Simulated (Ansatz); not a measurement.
# CoBr: the cost of one run

Program: Ansatz 0.2.0. Level of theory: DFT PBE, scalar-relativistic, plane waves, PAW. These are calculated values, not measurements.

## 1. Starting point

The structure is cubic, space group Pm-3m (No. 221). The conventional cell has a = 3.441 Å, b = 3.441 Å, c = 3.441 Å, α = 90.00°, β = 90.00°, γ = 90.00°. Co (site symmetry m-3m) is surrounded by 8 Br at 2.98 Å. Around Br (site symmetry m-3m) lie 8 Co at 2.98 Å.

Structure file:

```cif
data_structure
_symmetry_space_group_name_H-M 'Pm-3m'
_symmetry_Int_Tables_number 221
_cell_length_a 3.4411
_cell_length_b 3.4411
_cell_length_c 3.4411
_cell_angle_alpha 90.000
_cell_angle_beta 90.000
_cell_angle_gamma 90.000
_cell_volume 40.75
loop_
_atom_site_label
_atom_site_type_symbol
_atom_site_symmetry_multiplicity
_atom_site_Wyckoff_symbol
_atom_site_fract_x
_atom_site_fract_y
_atom_site_fract_z
_atom_site_occupancy
Co1 Co 1 a 0.00000 0.00000 0.00000 1
Br1 Br 1 b 0.50000 0.50000 0.50000 1
```

(A quick probe on a coarse mesh, which set the mesh and smearing, is not shown.)

## 3. A loose first relaxation

The input, input.yaml:

```yaml
crystal:
  lattice:
    - [3.4411223721, 0.0, 0.0]
    - [0.0, 3.4411223721, 0.0]
    - [0.0, 0.0, 3.4411223721]
  atoms:
    - { symbol: Co, position: [0.0, 0.0, 0.0], spin: 2.18 }
    - { symbol: Br, position: [0.5, 0.5, 0.5], spin: 0.13 }
basis:
  ecutwfc: 420
kpoints:
  mp_grid: { grid: [6, 6, 6] }
hamiltonian:
  xc: pbe
scf:
  occupations: { method: gaussian, width: 0.1 }
  lower_state_search: "off"
output:
  forces: true
  stress: true
  eigenvalues: true
  populations: true
magnetization:
  spin_polarized: true
relax:
  adjacent_minimum: "off"
  f_tol: 0.04
  max_steps: 70
  cell: { stress_tol: 0.4 }
```

The run is started by

```
$ ansatz run input.yaml --threads 1 --pin off --max-ram 2560MiB --backend cpu --events-out ev --progress --plain --runs-dir out
```

What time and memory should one allow on 1 thread of Arm Neoverse V1, shared host?

About 37 s, with a peak of 0.34 GiB.
